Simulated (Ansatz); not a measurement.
Run this with Ansatz 0.2.0 through its Python package and show what comes out.

Input file `latl3.cif`:
```cif
data_LaTl3
_cell_length_a 4.799000
_cell_length_b 4.799000
_cell_length_c 4.799000
_cell_angle_alpha 90.00000
_cell_angle_beta 90.00000
_cell_angle_gamma 90.00000
_symmetry_space_group_name_H-M 'P 1'
_symmetry_Int_Tables_number 1
loop_
_symmetry_equiv_pos_as_xyz
'x, y, z'
loop_
_atom_site_label
_atom_site_type_symbol
_atom_site_fract_x
_atom_site_fract_y
_atom_site_fract_z
La1 La    0.000000    0.000000    0.000000
Tl2 Tl    0.000000    0.500000    0.500000
Tl3 Tl    0.500000    0.000000    0.500000
Tl4 Tl    0.500000    0.500000    0.000000
```

Script `xc_latl3.py`:
```python
# -*- coding: utf-8 -*-
import csv

import ansatz
from ase.io import read

atoms = read('latl3.cif')
system = ansatz.Crystal.from_ase(atoms)

job = system.calculation().basis(470).kpoints(density=1.9).occupations('cold', width=0.3).scf(tolerance=1e-06)

rows = []
for value in ['lda', 'blyp', 'pbesol']:
    rep = job.functional(value).run().report
    rows.append((value, rep['free_energy_ev'] / len(rep['lattice']['sites']), rep['n_iterations'], rep['n_kpoints']))

with open('xc.csv', 'w', newline='') as handle:
    writer = csv.writer(handle)
    writer.writerow(['functional', 'F/atom (eV)', 'iterations', 'k-points'])
    writer.writerows([round(v, 5) if isinstance(v, float) else v for v in row] for row in rows)
print(open('xc.csv').read())
```

```console
$ python xc_latl3.py
functional,F/atom (eV),iterations,k-points
lda,-9879.37275,6,4
blyp,-10171.43132,6,4
pbesol,-10012.44613,6,4
```

Reading the output:
- BLYP can be off by several per cent in the lattices of metals, and by several GPa in the pressure at a fixed cell.
- For a metal this k-point mesh is coarse: on a finer one energies can move by several to tens of meV an atom and pressures by half a GPa or more, differences at one mesh by less.
- Spin-orbit coupling, which matters for elements this heavy, is left out.
- The structure is a deposited one; some such entries were measured under pressure or heat, so a shift against it needn't be the functional's error alone.
- Total energies of different functionals can't be compared; pressures, moments and gaps at this one structure can.
- The whole script took 6.3 s on 1 thread of Intel(R) Xeon(R) Platinum 8259CL CPU @ 2.50GHz (Skylake/Cascade Lake), with other jobs on the host, peak memory 0.49 GiB.
